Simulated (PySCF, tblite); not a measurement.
**C4H6SSeSi: geometry, infrared bands and NMR shifts**

Aim: predict the infrared bands and NMR shifts of C4H6SSeSi (`[SeH][SiH2]c1cccs1`).

The runs use tblite 0.8.0 and PySCF 2.14.0, with density-fitted response routines of our own; the level of theory stands in each step. All values are computed, except where a source is named. Atoms are numbered from 0 throughout.

**1. The starting structure**

13 atoms, charge 0, multiplicity 1; geometry from: force field or distance geometry start.

Bonds of the start (Å): Se0–Si1 2.28, Si1–C2 1.83, C2–C3 1.38, C3–C4 1.34, C4–C5 1.36, C5–S6 1.74, S6–C2 1.86, Se0–H7 1.56, Si1–H8 1.45, Si1–H9 1.48, C3–H10 1.11, C4–H11 1.12, C5–H12 1.08.

**2. Optimising the geometry with GFN2-xTB**

The job: settings as JSON, then the geometry in Å.

```
{"job": {"kind": "relax", "xc": "GFN2-xTB", "basis": "xTB"}, "charge": 0, "multiplicity": 1}
Se     3.045900     0.641500     0.693500
Si     1.799100    -1.099100    -0.104300
C      0.053400    -0.586400     0.054900
C     -0.477400     0.633200    -0.315900
C     -1.791900     0.825700    -0.119400
C     -2.534800    -0.186500     0.401800
S     -1.435800    -1.509200     0.692400
H      2.818900     1.930000    -0.151500
H      2.179100    -1.439300    -1.460000
H      2.036200    -2.236500     0.808900
H      0.187600     1.409000    -0.739200
H     -2.287600     1.788600    -0.396300
H     -3.597200    -0.170500     0.617300
```

Launch:

```console
$ OMP_NUM_THREADS=1 python probes_run.py task.json out
```

The driver reads the jobs from task.json and runs them one after another.

**Question.** This job is followed by: GFN2-xTB harmonic vibrations, gas phase; GIAO PBE0/pcSseg-1 NMR shielding, non-relativistic, gas phase. What will the session give for the following? strongest single infrared mode (GFN2-xTB); zero-point energy (GFN2-xTB); ¹³C shifts against TMS (PBE0/pcSseg-1); ¹H shifts against TMS (PBE0/pcSseg-1, means over atoms taken as alike); ⁷⁷Se shifts against Me2Se (PBE0/pcSseg-1); ²⁹Si shifts against TMS (PBE0/pcSseg-1); ³³S shifts against CS2 (PBE0/pcSseg-1); surface potential, 1st and 99th percentile.

As calculated:

```
                                                              quantity                             value
                             strongest single infrared mode (GFN2-xTB)              697 cm⁻¹, 516 km/mol
                                          zero-point energy (GFN2-xTB)                     49.5 kcal/mol
                                ¹³C shifts against TMS (PBE0/pcSseg-1)    144.1, 143.0, 139.1, 131.7 ppm
¹H shifts against TMS (PBE0/pcSseg-1, means over atoms taken as alike)  7.73, 7.70, 7.37, 5.58, 0.19 ppm
                             ⁷⁷Se shifts against Me2Se (PBE0/pcSseg-1)                          -509 ppm
                               ²⁹Si shifts against TMS (PBE0/pcSseg-1)                         -41.6 ppm
                                ³³S shifts against CS2 (PBE0/pcSseg-1)                           257 ppm
                                 surface potential, 1st and 99th percentile                -0.77 V and 1.25 V
```

What this shows: Over 151 steps the energy fell by 0.733 eV; of the close pairs, C2–S6 changed most, 1.864 to 1.736 Å. No mode is imaginary among the 33: a minimum at this level. The strongest single mode, at 697 cm⁻¹, moves mainly H8 and H9. GFN2-xTB is a fitted tight-binding method: band positions and strengths are rough. Its intensities can rank the bands wrongly. At PBE0/pcSseg-1: The largest span, 586 ppm, is at Se0, where the paramagnetic term is -735 ppm. NICS(1)zz of -28 ppm above the planar ring from C2 marks a diatropic (aromatic) ring current. At PBE0/pcSseg-1, counted by nearest atom on the grid, the HOMO lies on Se0 74 %; H7 9 %, the LUMO on C2, C5 about 21 % each; S6 19 %. Spin-orbit coupling is left out, which matters for shieldings and couplings at and beside the heavy atoms.
